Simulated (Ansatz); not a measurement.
# Hf3SiMo: the cost of one run

Program: Ansatz 0.2.0. Level of theory: DFT PBE, scalar-relativistic, plane waves, PAW. These are calculated values, not measurements.

### Step 1. Starting point

Symmetry: Pm-3m, No. 221, cubic system. Conventional cell: a = 4.488 Å, b = 4.488 Å, c = 4.488 Å, α = 90.00°, β = 90.00°, γ = 90.00°. Hf (site symmetry 4/mmm) has 2 Mo at 2.24 Å and 8 Hf at 3.17 Å and 4 Si at 3.17 Å as nearest neighbours. Si (site symmetry m-3m) has 12 Hf at 3.17 Å as nearest neighbours. Around Mo (site symmetry m-3m) lie 6 Hf at 2.24 Å.

Coordinates:

```xyz
5
Lattice="4.4877 0.0000 0.0000 0.0000 4.4877 0.0000 0.0000 0.0000 4.4877" Properties=species:S:1:pos:R:3 pbc="T T T"
Hf    2.2438    0.0000    0.0000
Hf    0.0000    2.2438    0.0000
Hf    0.0000    0.0000    2.2438
Si    2.2438    2.2438    2.2438
Mo    0.0000    0.0000    0.0000
```

Recipe of the guess: species swapped into a database cell of Sm3SnN (Pm-3m, No. 221), with Hf on the Sm sites, Si on the Sn sites and Mo on the N sites. Its size is a rough estimate.

### Step 2. Probe: one point on a coarse mesh

The input, input.yaml:

```yaml
crystal:
  lattice:
    - [4.48768803, 0.0, 0.0]
    - [0.0, 4.48768803, 0.0]
    - [0.0, 0.0, 4.48768803]
  atoms:
    - { symbol: Hf, position: [0.5, 0.0, 0.0] }
    - { symbol: Hf, position: [0.0, 0.5, 0.0] }
    - { symbol: Hf, position: [0.0, 0.0, 0.5] }
    - { symbol: Si, position: [0.5, 0.5, 0.5] }
    - { symbol: Mo, position: [0.0, 0.0, 0.0] }
basis:
  ecutwfc: 420
kpoints:
  mp_grid: { grid: [4, 4, 4] }
hamiltonian:
  xc: pbe
scf:
  occupations: { method: gaussian, width: 0.1 }
  lower_state_search: "off"
output:
  forces: true
  stress: true
  eigenvalues: true
```

Command:

```console
$ ansatz run input.yaml --threads 1 --pin off --max-ram 2560MiB --backend cpu --events-out ev --progress --plain --runs-dir out
```

**Question.** How long does this run take on 1 thread of Arm Neoverse V2, shared host, and how much memory does it need?

About 3.4 s, with a peak of 0.37 GiB.
